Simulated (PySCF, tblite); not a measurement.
**C4H7BFN: geometry, infrared bands and NMR shifts**

Aim: predict the infrared bands and NMR shifts of C4H7BFN (`BN1C=C(F)CC1`).

Computed with tblite 0.8.0 and PySCF 2.14.0, with density-fitted response routines of our own, on a single molecule in the gas phase. Atoms are numbered from 0 throughout.

## (1) Starting geometry

14 atoms, charge 0, multiplicity 1; geometry from: force field or distance geometry start.

Bonds of the start (Å): B0–N1 1.52, N1–C2 1.42, C2–C3 1.35, C3–F4 1.35, C3–C5 1.51, C5–C6 1.53, C6–N1 1.44, B0–H7 1.18, B0–H8 1.20, C2–H9 1.10, C5–H10 1.10, C5–H11 1.09, C6–H12 1.10, C6–H13 1.11.

## (2) Relaxing the molecule with GFN2-xTB

Job settings and geometry (Å):

```
{"job": {"kind": "relax", "xc": "GFN2-xTB", "basis": "xTB"}, "charge": 0, "multiplicity": 1}
B      2.199700     0.216500     0.295900
N      0.736400     0.168000    -0.126800
C     -0.141200     1.278800    -0.084000
C     -1.388400     0.804500     0.094500
F     -2.551800     1.472300     0.206600
C     -1.318100    -0.703500     0.200800
C     -0.043900    -0.946200    -0.612000
H      2.820900    -0.790300     0.336600
H      2.662300     1.089300     0.974200
H      0.106200     2.341700    -0.193100
H     -1.085900    -1.043100     1.222800
H     -2.175200    -1.197900    -0.245300
H     -0.226400    -0.754400    -1.681800
H      0.404700    -1.936200    -0.410600
```

Run with:

```console
> OMP_NUM_THREADS=1 python probes_run.py task.json out
```

One launch serves the whole session: the jobs run in the order shown.

**Question.** This job is followed by: GFN2-xTB harmonic vibrations, gas phase; GIAO PBE0/pcSseg-1 NMR shielding, non-relativistic, gas phase. Predict these results of the whole session: strongest single infrared mode (GFN2-xTB); zero-point energy (GFN2-xTB); 13C shifts against TMS (PBE0/pcSseg-1); 1H shifts against TMS (PBE0/pcSseg-1, means over atoms taken as alike); 11B shifts against BF3·OEt2 (PBE0/pcSseg-1); 15N shifts against NH3 (PBE0/pcSseg-1); 19F shifts against CFCl3 (PBE0/pcSseg-1); surface potential, 1st and 99th percentile.

**Answer**, as computed:

| quantity | value |
| --- | --- |
| strongest single infrared mode (GFN2-xTB) | 1459 cm⁻¹, 288 km/mol |
| zero-point energy (GFN2-xTB) | 67.0 kcal/mol |
| 13C shifts against TMS (PBE0/pcSseg-1) | 165.1, 126.8, 50.9, 33.0 ppm |
| 1H shifts against TMS (PBE0/pcSseg-1, means over atoms taken as alike) | 6.42, 4.80, 4.13, 3.06 ppm |
| 11B shifts against BF3·OEt2 (PBE0/pcSseg-1) | 35.1 ppm |
| 15N shifts against NH3 (PBE0/pcSseg-1) | 169.9 ppm |
| 19F shifts against CFCl3 (PBE0/pcSseg-1) | -163.2 ppm |
| surface potential, 1st and 99th percentile | -0.68 V and 0.99 V |

What this shows: The optimisation took 65 steps and gained 0.896 eV; among the close pairs (by a distance rule), B0–N1 changed most, from 1.524 to 1.386 Å. No mode is imaginary among the 36: a minimum at this level. The strongest single mode, at 1459 cm⁻¹, moves mainly N1 and B0. Unscaled tight-binding wavenumbers are off by several per cent, some by more. Its intensities can rank the bands wrongly. H9 (hydrogen on an alkene carbon bearing nitrogen) lies farthest downfield among hydrogen, at 6.42 ppm; attached to an sp2 carbon and in the plane of the double bond. At PBE0/pcSseg-1: The largest span, 192 ppm, is at N1, where the paramagnetic term is -227 ppm.
